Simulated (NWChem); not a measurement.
# BBrCl2 (bromodichloroborane): PBE0/def2-SVP, part 2 of 2

NWChem 7.3.0.

## Step 3: The doublet cation

File geom.nw:

```
start geom
title "BBrCl2 energy"
memory 2200 mb
charge 1

geometry noautosym nocenter noautoz
  Cl       0.582100       0.666000       1.510800
  B        0.037200      -0.038100       0.022100
  Cl       0.444300      -1.679200      -0.365600
  Br      -1.008100       0.991100      -1.187600
end

basis spherical bse
  Cl library def2-SVP
  B library def2-SVP
  Br library def2-SVP
end

dft
  xc pbe0
  mult 2
  grid huge
  convergence energy 1e-08
  maxiter 100
  mulliken
  noprint "final vectors analysis"
end

task dft energy
```

Launch:

```sh
nwchem geom.nw > geom.out
```

What it wrote:

```text
Northwest Computational Chemistry Package (NWChem) 7.3.0
             --------------------------------------------------------

           Job information
           ---------------

    nwchem branch   = 7.3.0
    use scalapack   = T
    input           = geom.nw
    prefix          = geom.
    data base       = ./geom.db
    status          = startup
    nproc           =        1

           Memory information
           ------------------

    heap     =     72089596 doubles =      550.0 Mbytes
    stack    =     72089601 doubles =      550.0 Mbytes
    global   =    144179200 doubles =     1100.0 Mbytes (distinct from heap & stack)
    total    =    288358397 doubles =     2200.0 Mbytes
    verify   = yes
    hardfail = no

           Directory information
           ---------------------

  0 permanent = .
  0 scratch   = .

                                NWChem Input Module
                                -------------------

                                   BBrCl2 energy
                                   -------------

 Scaling coordinates for geometry "geometry" by  1.889725989
 (inverse scale =  0.529177249)

                             Geometry "geometry" -> ""
                             -------------------------

 Output coordinates in angstroms (scale by  1.889725989 to convert to a.u.)

  No.       Tag          Charge          X              Y              Z
 ---- ---------------- ---------- -------------- -------------- --------------
    1 Cl                  17.0000     0.58210000     0.66600000     1.51080000
    2 B                    5.0000     0.03720000    -0.03810000     0.02210000
    3 Cl                  17.0000     0.44430000    -1.67920000    -0.36560000
    4 Br                  35.0000    -1.00810000     0.99110000    -1.18760000

      Atomic Mass
      -----------

      Cl                34.968850
      B                 11.009310
      Br                79.916500

 Effective nuclear repulsion energy (a.u.)     351.4092545731

            Nuclear Dipole moment (a.u.)
            ----------------------------
        X                 Y               Z
 ---------------- ---------------- ----------------
   -33.3512070547    32.6423708363   -41.5495942835

            XYZ format geometry
            -------------------
     4
 geometry
 Cl                    0.58210000     0.66600000     1.51080000
 B                     0.03720000    -0.03810000     0.02210000
 Cl                    0.44430000    -1.67920000    -0.36560000
 Br                   -1.00810000     0.99110000    -1.18760000

 ==============================================================================
                                internuclear distances
 ------------------------------------------------------------------------------
       center one      |      center two      | atomic units |  angstroms
 ------------------------------------------------------------------------------
    2 B                |   1 Cl               |     3.27795  |     1.73462
    3 Cl               |   2 B                |     3.27814  |     1.73472
    4 Br               |   2 B                |     3.59310  |     1.90139
 ------------------------------------------------------------------------------
                         number of included internuclear distances:          3
 ==============================================================================

 ==============================================================================
                                 internuclear angles
 ------------------------------------------------------------------------------
        center 1       |       center 2       |       center 3       |  degrees
 ------------------------------------------------------------------------------
    1 Cl               |   2 B                |   3 Cl               |   120.14
    1 Cl               |   2 B                |   4 Br               |   119.93
    3 Cl               |   2 B                |   4 Br               |   119.93
 ------------------------------------------------------------------------------
                            number of included internuclear angles:          3
 ==============================================================================

                      Basis "ao basis" -> "" (spherical)
                      -----
  [basis functions not shown]

 Summary of "ao basis" -> "" (spherical)
 ------------------------------------------------------------------------------
       Tag                 Description            Shells   Functions and Types
 ---------------- ------------------------------  ------  ---------------------
 Cl                         def2-SVP                 8       18   4s3p1d
 B                          def2-SVP                 6       14   3s2p1d
 Br                         def2-SVP                12       32   5s4p3d

                                 NWChem DFT Module
                                 -----------------

                                   BBrCl2 energy

 Summary of "ao basis" -> "ao basis" (spherical)
 ------------------------------------------------------------------------------
       Tag                 Description            Shells   Functions and Types
 ---------------- ------------------------------  ------  ---------------------
 Cl                         def2-SVP                 8       18   4s3p1d
 B                          def2-SVP                 6       14   3s2p1d
 Br                         def2-SVP                12       32   5s4p3d

  Caching 1-el integrals
  itol2e modified to match energy
  convergence criterion.
  tol_rho modified to match energy
  convergence criterion.

            General Information
            -------------------
          SCF calculation type: DFT
          Wavefunction type:  spin polarized.
          No. of atoms     :     4
          No. of electrons :    73
           Alpha electrons :    37
            Beta electrons :    36
          Charge           :     1
          Spin multiplicity:     2
          Use of symmetry is: off; symmetry adaption is: off
          Maximum number of iterations: 100
          AO basis - number of functions:    82
                     number of shells:    34
          Convergence on energy requested:  1.00D-08
          Convergence on density requested:  1.00D-05
          Convergence on gradient requested:  5.00D-04

              XC Information
              --------------
                         PBE0 Method XC Functional
                     Hartree-Fock (Exact) Exchange  0.250
          PerdewBurkeErnzerhof Exchange Functional  0.750
            Perdew 1991 LDA Correlation Functional  1.000 local
           PerdewBurkeErnz. Correlation Functional  1.000 non-local

             Grid Information
             ----------------
          Grid used for XC integration:  huge
          Radial quadrature: Mura-Knowles
          Angular quadrature: Lebedev.
          Tag              B.-S. Rad. Rad. Pts. Rad. Cut. Ang. Pts.
          ---              ---------- --------- --------- ---------
          Cl                  1.00      300          10.0      1454
          B                   0.85      300           8.0      1454
          Br                  1.15      750          10.0      1454
          Grid pruning is: on
          Number of quadrature shells:  1650
          Spatial weights used:  Erf1

          Convergence Information
          -----------------------
          Convergence aids based upon iterative change in
          total energy or number of iterations.
          Levelshifting, if invoked, occurs when the
          HOMO/LUMO gap drops below (HL_TOL):  1.00D-02
          DIIS, if invoked, will attempt to extrapolate
          using up to (NFOCK): 10 stored Fock matrices.

                    Damping( 0%)  Levelshifting(0.5)       DIIS
                  --------------- ------------------- ---------------
          dE  on:    start            ASAP                start
          dE off:    2 iters        100 iters           100 iters

      Screening Tolerance Information
      -------------------------------
          Density screening/tol_rho:  1.00D-11
          AO Gaussian exp screening on grid/accAOfunc:  18
          CD Gaussian exp screening on grid/accCDfunc:  20
          XC Gaussian exp screening on grid/accXCfunc:  20
          Schwarz screening/accCoul:  1.00D-09

      Superposition of Atomic Density Guess
      -------------------------------------

 Sum of atomic energies:       -3515.23684159

 Renormalizing density from      74.00 to     73

      Non-variational initial energy
      ------------------------------

 Total energy =   -3486.978643
 1-e energy   =   -5509.923616
 2-e energy   =    1671.535719
 HOMO         =      -0.679344
 LUMO         =      -0.230439

   Time after variat. SCF:      0.6

     ---------------------------------------------
      Total Density - Mulliken Population Analysis
     ---------------------------------------------

    Atom       Charge   Shell Charges
 -----------   ------   -------------------------------------------------------
    1 Cl  17    16.75   2.00  2.00  1.31  0.60  5.95  2.14  2.73  0.02
    2 B    5     4.28   1.99  0.83  0.08  1.00  0.24  0.13
    3 Cl  17    16.75   2.00  2.00  1.31  0.60  5.95  2.14  2.73  0.02
    4 Br  35    35.22   2.00  2.00  2.00  1.56  0.34  6.00  6.01  2.85  2.43  8.47  1.51  0.05

     --------------------------------------------
      Spin Density - Mulliken Population Analysis
     --------------------------------------------

    Atom       Charge   Shell Charges
 -----------   ------   -------------------------------------------------------
    1 Cl  17     0.44   0.00  0.00  0.00 -0.00  0.00  0.19  0.24  0.00
    2 B    5     0.01   0.00  0.00  0.00  0.00  0.00  0.00
    3 Cl  17     0.44   0.00  0.00  0.00 -0.00  0.00  0.19  0.24  0.00
    4 Br  35     0.12   0.00  0.00  0.00  0.00 -0.00  0.00  0.00  0.07  0.05  0.00  0.00 -0.00
   Time prior to 1st pass:      0.6

 Grid_pts file          = ./geom.gridpts.0
 Record size in doubles =  12289        No. of grid_pts per rec  =   3070
 Max. records in memory =      0        Max. recs in file   = *********

 Grid integrated density:      73.000002725411
 Requested integration accuracy:   0.10E-09

           Memory utilization after 1st SCF pass:
           Heap Space remaining (MW):       38.53            38530532
          Stack Space remaining (MW):       72.09            72088772

   convergence    iter        energy       DeltaE   RMS-Dens  Diis-err    time
 ---------------- ----- ----------------- --------- --------- ---------  ------
 d= 0,ls=0.0,diis     1  -3517.6191407532 -3.87D+03  1.51D-02  1.19D+00     8.1
                                                     1.84D-02  1.21D+00
 Grid integrated density:      73.000001332108
 Requested integration accuracy:   0.10E-09
 d= 0,ls=0.0,diis     2  -3517.0622786873  5.57D-01  1.38D-02  2.02D+00    14.7
                                                     1.77D-02  1.87D+00
 Grid integrated density:      73.000001560091
 Requested integration accuracy:   0.10E-09
 d= 0,ls=0.0,diis     3  -3517.7511652228 -6.89D-01  4.63D-03  1.40D-01    21.3
                                                     1.07D-02  1.40D-01
 Grid integrated density:      73.000001690390
 Requested integration accuracy:   0.10E-09
 d= 0,ls=0.0,diis     4  -3517.8459182793 -9.48D-02  2.05D-03  4.28D-02    27.8
                                                     3.36D-03  3.96D-02
 Grid integrated density:      73.000001649796
 Requested integration accuracy:   0.10E-09
 d= 0,ls=0.0,diis     5  -3517.8714413927 -2.55D-02  7.51D-04  7.10D-03    34.5
                                                     1.23D-03  6.62D-03
 Grid integrated density:      73.000000014162
 Requested integration accuracy:   0.10E-09
  Resetting Diis
 d= 0,ls=0.0,diis     6  -3517.8751873682 -3.75D-03  3.46D-04  1.08D-03    42.4
                                                     2.85D-04  9.10D-04
 Grid integrated density:      73.000000014109
 Requested integration accuracy:   0.10E-09
 d= 0,ls=0.0,diis     7  -3517.8758472896 -6.60D-04  3.14D-04  1.30D-04    50.2
                                                     4.29D-04  9.71D-05
 Grid integrated density:      73.000000014045
 Requested integration accuracy:   0.10E-09
 d= 0,ls=0.0,diis     8  -3517.8756153873  2.32D-04  1.77D-04  3.85D-04    58.0
                                                     4.50D-04  4.48D-04
 Grid integrated density:      73.000000014099
 Requested integration accuracy:   0.10E-09
 d= 0,ls=0.0,diis     9  -3517.8759331132 -3.18D-04  4.98D-05  2.31D-05    65.6
                                                     5.89D-05  1.71D-05
 Grid integrated density:      73.000000014095
 Requested integration accuracy:   0.10E-09
 d= 0,ls=0.0,diis    10  -3517.8759448054 -1.17D-05  6.03D-05  8.66D-06    73.2
                                                     6.47D-05  6.10D-06
 Grid integrated density:      73.000000014091
 Requested integration accuracy:   0.10E-09
 d= 0,ls=0.0,diis    11  -3517.8759517222 -6.92D-06  1.48D-05  7.76D-07    80.8
                                                     1.60D-05  6.07D-07
 Grid integrated density:      73.000000014090
 Requested integration accuracy:   0.10E-09
 d= 0,ls=0.0,diis    12  -3517.8759522471 -5.25D-07  1.82D-06  2.48D-08    88.4
                                                     3.76D-06  2.21D-08
 Grid integrated density:      73.000000014091
 Requested integration accuracy:   0.10E-09
 d= 0,ls=0.0,diis    13  -3517.8759522589 -1.18D-08  3.01D-06  1.68D-08    96.1
                                                     2.20D-06  1.23D-08
 Grid integrated density:      73.000000014090
 Requested integration accuracy:   0.10E-09
 d= 0,ls=0.0,diis    14  -3517.8759522710 -1.21D-08  1.84D-07  1.86D-10   103.9
                                                     3.21D-07  2.04D-10
 Grid integrated density:      73.000000014090
 Requested integration accuracy:   0.10E-09
 d= 0,ls=0.0,diis    15  -3517.8759522711 -1.05D-10  1.11D-07  6.53D-11   111.5
                                                     1.66D-07  7.07D-11

         Total DFT energy =    -3517.875952271057
      One electron energy =    -5566.971430517515
           Coulomb energy =     1848.617872144392
    Exchange-Corr. energy =     -150.931648471015
 Nuclear repulsion energy =      351.409254573081

 Numeric. integr. density =       73.000000014090

     Total iterative time =    110.9s

     ---------------------------------------------
      Total Density - Mulliken Population Analysis
     ---------------------------------------------

    Atom       Charge   Shell Charges
 -----------   ------   -------------------------------------------------------
    1 Cl  17    16.78   2.00  1.99  1.31  0.62  5.93  2.14  2.77  0.03
    2 B    5     4.85   1.99  0.86 -0.01  1.54  0.31  0.16
    3 Cl  17    16.78   2.00  1.99  1.31  0.62  5.93  2.14  2.77  0.03
    4 Br  35    34.59   2.00  2.00  1.99  1.52  0.43  6.00  5.98  2.34  2.31  8.20  1.74  0.09

     --------------------------------------------
      Spin Density - Mulliken Population Analysis
     --------------------------------------------

    Atom       Charge   Shell Charges
 -----------   ------   -------------------------------------------------------
    1 Cl  17     0.24   0.00  0.00  0.00  0.00  0.00  0.11  0.12 -0.00
    2 B    5    -0.09  -0.00 -0.01 -0.00 -0.02 -0.05 -0.01
    3 Cl  17     0.24   0.00  0.00  0.00  0.00  0.00  0.11  0.12 -0.00
    4 Br  35     0.61   0.00  0.00  0.00  0.00  0.00  0.00  0.00  0.32  0.28 -0.00  0.00  0.00

     -------------------------------------------
      Total Density - Lowdin Population Analysis
     -------------------------------------------

    Atom       Charge   Shell Charges
 -----------   ------   -------------------------------------------------------
    1 Cl  17    16.53   2.00  1.96  1.04  0.71  5.82  2.21  2.77  0.03
    2 B    5     5.58   1.96  0.61  0.28  1.42  0.95  0.35
    3 Cl  17    16.53   2.00  1.96  1.04  0.71  5.82  2.21  2.77  0.03
    4 Br  35    34.35   2.00  2.00  1.96  1.14  0.65  5.99  5.80  2.38  2.38  7.85  2.03  0.17

     ------------------------------------------
      Spin Density - Lowdin Population Analysis
     ------------------------------------------

    Atom       Charge   Shell Charges
 -----------   ------   -------------------------------------------------------
    1 Cl  17     0.23   0.00  0.00  0.00 -0.00  0.01  0.11  0.11 -0.00
    2 B    5    -0.05  -0.00 -0.00 -0.00 -0.02 -0.02 -0.01
    3 Cl  17     0.23   0.00  0.00  0.00 -0.00  0.01  0.11  0.11 -0.00
    4 Br  35     0.58   0.00  0.00  0.00  0.00 -0.00  0.00  0.02  0.29  0.27 -0.00  0.00  0.00

   alpha - beta orbital overlaps
   -----------------------------

   alpha      1      2      3      4      5      6      7      8      9     10
    beta      1      2      3      4      6      5      7      8      9     10
 overlap   1.000  1.000  1.000  1.000  1.000  1.000  1.000  1.000  1.000  1.000

   alpha     11     12     13     14     15     16     17     18     19     20
    beta     11     12     15     16     13     14     17     19     18     20
 overlap   0.948  0.947  0.929  0.929  1.000  1.000  1.000  1.000  1.000  1.000

   alpha     21     22     23     24     25     26     27     28     29     30
    beta     21     22     24     23     25     26     27     28     29     30
 overlap   0.980  1.000  1.000  1.000  0.980  0.997  1.000  0.997  0.999  0.984

   alpha     31     32     33     34     35     36     37     38     39     40
    beta     31     32     36     35     34     33     37     38     39     40
 overlap   0.996  0.999  0.857  0.997  0.999  1.000  0.872  1.000  0.999  0.998

   alpha     41     42     43     44     45     46     47     48     49     50
    beta     41     42     43     44     45     46     47     48     49     50
 overlap   0.999  0.998  0.999  0.999  1.000  0.986  1.000  0.984  0.999  0.998

   alpha     51     52     53     54     55     56     57     58     59     60
    beta     51     52     53     54     55     56     57     58     59     60
 overlap   1.000  0.999  0.997  1.000  0.998  0.998  0.998  0.992  0.999  1.000

   alpha     61     62     63     64     65     66     67     68     69     70
    beta     61     62     63     64     65     66     67     68     69     70
 overlap   0.997  0.993  0.993  0.998  0.995  1.000  1.000  1.000  1.000  1.000

   alpha     71     72     73     74     75     76     77     78     79     80
    beta     71     72     73     74     75     76     77     78     79     80
 overlap   1.000  1.000  1.000  1.000  1.000  1.000  1.000  1.000  1.000  1.000

   alpha     81     82
    beta     81     82
 overlap   1.000  1.000

     --------------------------
     Expectation value of S2:
     --------------------------
      <S2> =      0.7534 (Exact =     0.7500)

 center of mass
 --------------
 x =  -0.51996580 y =   0.50931209 z =  -0.64163294

 moments of inertia (a.u.)
 ------------------
        1284.186681481440         287.347450868463        -377.570909483924
         287.347450868463         951.579223924260          81.060740657513
        -377.570909483924          81.060740657513         959.718383755248

     Multipole analysis of the density
     ---------------------------------

     L   x y z        total         alpha         beta         nuclear
     -   - - -        -----         -----         ----         -------
     0   0 0 0      1.000000    -37.000000    -36.000000     74.000000

     1   1 0 0     -0.437462     16.793587     16.120159    -33.351207
     1   0 1 0      0.427995    -16.437214    -15.777161     32.642371
     1   0 0 1     -0.546083     20.911506     20.092005    -41.549594

     2   2 0 0    -30.693571    -96.915206    -93.377603    159.599238
     2   1 1 0     -2.449756     73.406949     70.804024   -146.660729
     2   1 0 1      3.263261    -96.679867    -93.236472    193.179600
     2   0 2 0    -27.640846   -177.525540   -171.020420    320.905114
     2   0 1 1     -0.546887     24.510067     23.718182    -48.775136
     2   0 0 2    -27.740111   -178.612003   -172.099749    322.971640

 Task  times  cpu:      111.5s     wall:      111.5s
 Total times  cpu:      111.5s     wall:      111.5s
```

It took 1.9 min on 1 thread of Intel Xeon Platinum 8259CL at 2.50GHz (Skylake/Cascade Lake), shared host; peak memory 0.13 GiB.

## Step 4: Outcome

The summary covers parts 1 to 2.

Level: PBE0/def2-SVP.

```
                                          quantity           value
                      singlet BBrCl2: total energy  -3518.27523 Eh
                     singlet BBrCl2: dipole moment          0.08 D
                      doublet cation: total energy  -3517.87595 Eh
                              doublet cation: ⟨S²⟩           0.753
vertical ionisation energy (to the doublet cation)       10.865 eV
```

In words: Removing an electron at fixed nuclei costs 10.86 eV (1048 kJ/mol). Mulliken charges (doublet cation) run from +0.15 on B2 to +0.41 on Br4; they depend strongly on the basis.
